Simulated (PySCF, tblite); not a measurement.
# C3H10OSi4: geometry, infrared bands and NMR shifts

What infrared bands and NMR shifts should C3H10OSi4 (`CC#C[Si@H]1[SiH2][Si@@H](O)[SiH2]1`) show?

Programs: tblite 0.8.0 and PySCF 2.14.0, with density-fitted response routines of our own. Each step states its level of theory. These are calculated values for one molecule in the gas phase, unless marked as measured. Atoms count from 0, in the outputs and in this text.

### Step 1. The starting structure

18 atoms, charge 0, multiplicity 1; geometry from: force field or distance geometry start.

Bonds of the start (Å): C0–C1 1.47, C1–C2 1.19, C2–Si3 1.86, Si3–Si4 2.27, Si4–Si5 2.29, Si5–O6 1.65, Si5–Si7 2.30, Si7–Si3 2.28, C0–H8 1.09, C0–H9 1.09, C0–H10 1.09, Si3–H11 1.50, Si4–H12 1.49, Si4–H13 1.49, Si5–H14 1.49, O6–H15 0.96, Si7–H16 1.49, Si7–H17 1.50.

### Step 2. Optimising the geometry with GFN2-xTB

Job settings and geometry (Å):

```
{"job": {"kind": "relax", "xc": "GFN2-xTB", "basis": "xTB"}, "charge": 0, "multiplicity": 1}
C      4.169400    -0.476200    -0.688400
C      2.825000    -0.187800    -0.156600
C      1.747900     0.035200     0.301700
Si     0.056300     0.403700     0.979000
Si    -1.264300     1.599400    -0.428200
Si    -2.996700     0.296600     0.321500
O     -4.099300    -0.096100    -0.844500
Si    -1.410800    -1.322200     0.711700
H      4.918700     0.165200    -0.219200
H      4.437900    -1.516200    -0.501700
H      4.183900    -0.299200    -1.768800
H      0.063900     0.934200     2.376900
H     -0.995000     1.341600    -1.867900
H     -1.388100     3.049600    -0.118100
H     -3.639500     0.821600     1.560300
H     -3.779300    -0.446200    -1.676800
H     -1.664800    -2.155400     1.921500
H     -1.173800    -2.141500    -0.520800
```

Launch:

```sh
$ OMP_NUM_THREADS=1 python probes_run.py task.json out
```

One launch serves the whole session: the jobs run in the order shown.

**Question.** This job is followed by: GFN2-xTB harmonic vibrations, gas phase; GIAO PBE0/pcSseg-1 NMR shielding, non-relativistic, gas phase. What will the session give for the following? strongest single infrared mode (GFN2-xTB); zero-point energy (GFN2-xTB); 13C shifts against TMS (PBE0/pcSseg-1); 1H shifts against TMS (PBE0/pcSseg-1, means over atoms taken as alike); 29Si shifts against TMS (PBE0/pcSseg-1, means over atoms taken as alike); 17O shifts against H2O (PBE0/pcSseg-1).

As calculated:

| quantity | value |
| --- | --- |
| strongest single infrared mode (GFN2-xTB) | 604 cm⁻¹, 738 km/mol |
| zero-point energy (GFN2-xTB) | 68.1 kcal/mol |
| 13C shifts against TMS (PBE0/pcSseg-1) | 118.4, 79.4, 6.7 ppm |
| 1H shifts against TMS (PBE0/pcSseg-1, means over atoms taken as alike) | 6.31, 4.86, 4.33, 4.15, 2.12, 0.13 ppm |
| 29Si shifts against TMS (PBE0/pcSseg-1, means over atoms taken as alike) | 21.9, -80.2, -89.0 ppm |
| 17O shifts against H2O (PBE0/pcSseg-1) | 15.3 ppm |

What this shows: The optimisation took 117 steps and gained 0.652 eV; among the close pairs (by a distance rule), Si3–Si4 changed most, from 2.270 to 2.369 Å. All 48 modes are real, so the xTB geometry is a minimum. The strongest single mode, at 604 cm⁻¹, is spread over several atoms, H11, H13, H16, H12 among them. GFN2-xTB is a fitted tight-binding method: band positions and strengths are rough. Its intensities can rank the bands wrongly. At PBE0/pcSseg-1: The widest tensor belongs to C1: span 277 ppm, with a paramagnetic part of -208 ppm.
